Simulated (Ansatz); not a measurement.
# NbRh (P4/mmm): relaxation of the ions

Where do the atoms of NbRh (P4/mmm) settle in the given cell? Wanted for NbRh (P4/mmm): a relaxation of the ions.

All numbers are computed with the Python package of Ansatz 0.2.0. Level of theory: DFT PBEsol+D3(BJ), plane waves, PAW.

**1. The system**

Symmetry: P4/mmm, No. 123, tetragonal system. Conventional cell: a = 2.842 Å, b = 2.842 Å, c = 3.809 Å, α = 90.00°, β = 90.00°, γ = 90.00°. Nb (site symmetry 4/mmm) is surrounded by 8 Rh at 2.77 Å and 4 Nb at 2.84 Å. Around Rh (site symmetry 4/mmm) lie 8 Nb at 2.77 Å and 4 Rh at 2.84 Å.

The script holds or builds the structure itself.

**2. Script**

Input file nbrh.py:

```python
"""Relax the ions of NbRh at fixed cell."""

import logging
import sys

import ansatz as az
import matplotlib.pyplot as plt
import numpy as np

logging.basicConfig(stream=sys.stdout, format="%(levelname)s:%(name)s:%(message)s")
log = logging.getLogger("nbrh")
log.setLevel(logging.INFO)

vectors = np.array([
    [2.842, 0.0, 0.0],
    [0.0, 2.842, 0.0],
    [0.0, 0.0, 3.809],
])
nbrh = (
    az.Lattice.of(vectors)
    .atom("Nb", [0.0, 0.0, 0.0])
    .atom("Rh", [0.5, 0.5, 0.5])
)
# push one atom off its site

model = (
    nbrh.move(1, to=[0.5, 0.5, 0.53938]).fix(0).calculation()
    .functional("pbesol", dispersion="d3bj")
    .kpoints(length=17)
    .basis(380)  # a bare number is in eV
    .accuracy("medium")  # preset for grids and thresholds
    .eigensolver("auto")
    .occupations("Gaussian", width=0.01)
    .scf(tolerance=1e-05, extra_bands=12)
    .mixing("broyden", preconditioner="none")
    .relax(force_tolerance=0.001)  # relax until the tolerances are met
)
steps = []


def follow(event):
    if event["event"] != "relax_step":
        return
    row = event["data"]
    steps.append(row)
    log.info(f"step {row['step']:3d}  E = {row['lagrangian_ev']:.5f} eV  largest force component = {row['allowed_force_max_ev_ang']:.4f} eV/A")


outcome = model.session().plan(threads=1).execute(on_event=follow)
data = outcome.report

first, last = steps[0], steps[-1]
symbols = [site.symbol for site in outcome.lattice.sites]
log.info(f"energy gained {first['lagrangian_ev'] - last['lagrangian_ev']:.4f} eV in {len(steps) - 1} steps")

log.info("atom   start x y z (A)              end x y z (A)")
for symbol, a, b in zip(symbols, first["positions_ang"], last["positions_ang"]):
    print(f"{symbol:3s}", " ".join(f"{v:8.4f}" for v in a), "  ", " ".join(f"{v:8.4f}" for v in b))

fig, (top, bottom) = plt.subplots(2, 1, sharex=True, figsize=(4.5, 4))
top.plot([s["lagrangian_ev"] - last["lagrangian_ev"] for s in steps], "o-")
top.set_ylabel("E - E(final) (eV)")
bottom.semilogy([max(s["allowed_force_max_ev_ang"], 1e-6) for s in steps], "s-")
bottom.set(xlabel="step", ylabel="largest force (eV/A)")
fig.tight_layout()
fig.savefig("relax.png", dpi=100)

energy = data["free_energy_ev"]
log.info("NbRh: {:.6f} eV = {:.6f} Ry = {:.6f} Ha".format(energy, energy / 13.605693, energy / 27.211386))
log.info("Fermi level {:.4f} eV, {} k-points, {} symmetry operations".format(data["fermi_energy_ev"], data["n_kpoints"], data["n_symmetry_ops"]))
```

**3. Launch**

The run is started by

```bash
$ python nbrh.py
```

Q: Predict the main results. Wanted: free energy; moves of the relaxation; energy gained; last largest force component.

The runs gave:

| quantity | value |
| --- | --- |
| free energy | -10836.4038 eV (-5418.2019 eV/atom) |
| moves of the relaxation | 3 |
| energy gained | 53.9 meV/atom |
| last largest force component | 0.0001 eV/Å |

In words: After 3 moves the largest shift is 0.150 Å, of atom 2 (Rh). The script had first distorted the structure, so the gain undoes that, in part or whole. Within 0.02 Å the atoms end in space group P4/mmm, from P4mm at the start. The cutoff lies under the one recommended for these potentials. For a metal this k-point mesh is coarse: on a finer one energies can move by several to tens of meV an atom and pressures by half a GPa or more, differences at one mesh by less. Only differences from the Fermi energy are physical; the zero of the scale is a convention. Energies along a relaxation are free energies. A last row that repeats the one before re-solves the same geometry more tightly.
